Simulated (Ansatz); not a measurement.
# CHFOSi (SMILES O=C=[SiH]F): functionals against CCSD(T) at one geometry

An exercise on one series of results from a longer session: the logs are not shown, and one member is left open.

Computed with Ansatz 0.2.0, Gaussian basis. Level: single points in def2-TZVPP.

Correlated methods freeze the cores.

**Starting geometry**

SMILES `O=C=[SiH]F`, 5 atoms, charge 0, spin multiplicity 1.

Atoms are counted from 1 here; the program's logs count them from 0.

Bond lengths: O1–C2 1.124 Å, C2–Si3 1.800 Å, Si3–F4 1.570 Å, Si3–H5 1.475 Å. Angles: O1–C2–Si3 144.1°, C2–Si3–F4 100.6°, C2–Si3–H5 104.3°, F4–Si3–H5 95.4°.

As a file:

| atom | x (Å) | y (Å) | z (Å) |
| --- | --- | --- | --- |
| O1 | 0.2787 | -1.3952 | 1.6343 |
| C2 | 0.2668 | -0.8079 | 0.6758 |
| Si3 | -0.2734 | 0.7313 | -0.0849 |
| F4 | -1.1345 | 0.1773 | -1.2756 |
| H5 | 0.8689 | 1.1464 | -0.9202 |

Set-up of the first run:

run/in.yaml

```yaml
crystal:
  periodic: [false, false, false]
  atoms:
    - {symbol: O, position_ang: [0.278700, -1.395200, 1.634300]}
    - {symbol: C, position_ang: [0.266800, -0.807900, 0.675800]}
    - {symbol: Si, position_ang: [-0.273400, 0.731300, -0.084900]}
    - {symbol: F, position_ang: [-1.134500, 0.177300, -1.275600]}
    - {symbol: H, position_ang: [0.868900, 1.146400, -0.920200]}
basis:
  gaussian: {orbitals: def2-TZVPP}
correlation: {method: ccsd_t}
output: {forces: true}
```

The command line of these runs was not kept.

Among the steps run: CCSD(T)/def2-TZVPP; PBE0-D4/def2-TZVPP; wB97M-V/def2-TZVPP; r2SCAN-D4/def2-TZVPP; PBE-D4/def2-TZVPP; revPBE-D4/def2-TZVPP; r2SCAN0-D4/def2-TZVPP.

One table of the session follows, with a row left open; its other results are not shown here.

```
    method  RMS force component (eV/Å)  angle to CCSD(T) forces (°)  dipole (D)
   CCSD(T)                       1.342                    reference        1.23
   PBE0-D4                       1.070                         14.4        1.11
   wB97M-V                       1.130                         22.7        1.22
 r2SCAN-D4                       1.207                          5.1        1.05
    PBE-D4                       1.560                         13.8        1.04
 revPBE-D4                       1.678                         14.5        1.04
r2SCAN0-D4                           ?                            ?           ?
```

Estimate the missing values for r2SCAN0-D4.

The run gave: RMS force component (eV/Å): 0.948; angle to CCSD(T) forces (°): 26.8; dipole (D): 1.11. In the column «RMS force component (eV/Å)» it is the lowest.
